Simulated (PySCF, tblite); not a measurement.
# C3H8B3N+ (doublet): geometry, infrared bands and EPR parameters

What infrared bands and EPR parameters should C3H8B3N+ (doublet) (`B[N+](B)B(C)C#C`) show?

Programs: tblite 0.8.0 and PySCF 2.14.0, with density-fitted response routines of our own. Each step states its level of theory. These are calculated values for one molecule in the gas phase, unless marked as measured. Atoms count from 0, in the outputs and in this text.

**1. Starting geometry**

15 atoms, charge 1, multiplicity 2; geometry from: force field or distance geometry start.

Bonds of the start (Å): B0–N1 1.50, N1–B2 1.53, N1–B3 1.54, B3–C4 1.60, B3–C5 1.55, C5–C6 1.21, B0–H7 1.19, B0–H8 1.18, B2–H9 1.21, B2–H10 1.20, C4–H11 1.10, C4–H12 1.10, C4–H13 1.13, C6–H14 1.06.

**2. Optimising the geometry with GFN2-xTB**

The job: settings as JSON, then the geometry in Å.

```
{"job": {"kind": "relax", "xc": "GFN2-xTB", "basis": "xTB"}, "charge": 1, "multiplicity": 2}
B     -0.994100    -0.376400     1.996300
N     -0.019300    -0.727000     0.906900
B     -0.637000    -1.559600    -0.217100
B      0.586400     0.524100     0.242200
C      2.120800     0.316800    -0.165100
C     -0.329700     1.143800    -0.844700
C     -1.041300     1.623300    -1.698500
H     -1.442800    -1.279200     2.636500
H     -1.671600     0.579900     1.867700
H     -1.837200    -1.661000    -0.068000
H     -0.347200    -1.299500    -1.355600
H      2.651800     1.269100    -0.288900
H      2.561500    -0.367100     0.578800
H      2.055900    -0.220900    -1.160400
H     -1.660500     2.041700    -2.452000
```

Run with:

```sh
$ OMP_NUM_THREADS=1 python probes_run.py task.json out
```

One launch serves the whole session: the jobs run in the order shown.

**Question.** This job is followed by: GFN2-xTB harmonic vibrations, gas phase; UKS B3LYP, pcH-1 on B C H N, non-relativistic, mean-field spin-orbit, GIAO. Predict these results of the whole session: strongest single infrared mode (GFN2-xTB); zero-point energy (GFN2-xTB); g(iso) (B3LYP); ⟨S²⟩; largest a(iso) (averaged by class).

The runs gave:

| quantity | value |
| --- | --- |
| strongest single infrared mode (GFN2-xTB) | 2144 cm⁻¹, 278 km/mol |
| zero-point energy (GFN2-xTB) | 64.9 kcal/mol |
| g(iso) (B3LYP) | 2.00413 |
| ⟨S²⟩ | 0.756 (exact 0.75) |
| largest a(iso) (averaged by class) | 1H on H7, H8, H9, H10, 139.1 MHz |

**Reading.** The optimisation took 140 steps and gained 2.077 eV; among the close pairs (by a distance rule), N1–B2 changed most, from 1.529 to 1.415 Å. No mode is imaginary among the 39: a minimum at this level. The strongest single mode, at 2144 cm⁻¹, moves mainly C5 and C6. GFN2-xTB is a fitted tight-binding method: band positions and strengths are rough. Its intensities can rank the bands wrongly. The largest spin populations lie on C6 (0.27 e), N1 (0.22 e). The isotropic g lies 1.8 ppt above the free-electron value. These values are for one conformer; the search (at its own cheap level) found 1 more, at 0.77 kcal/mol, and measured spectra average over such forms.
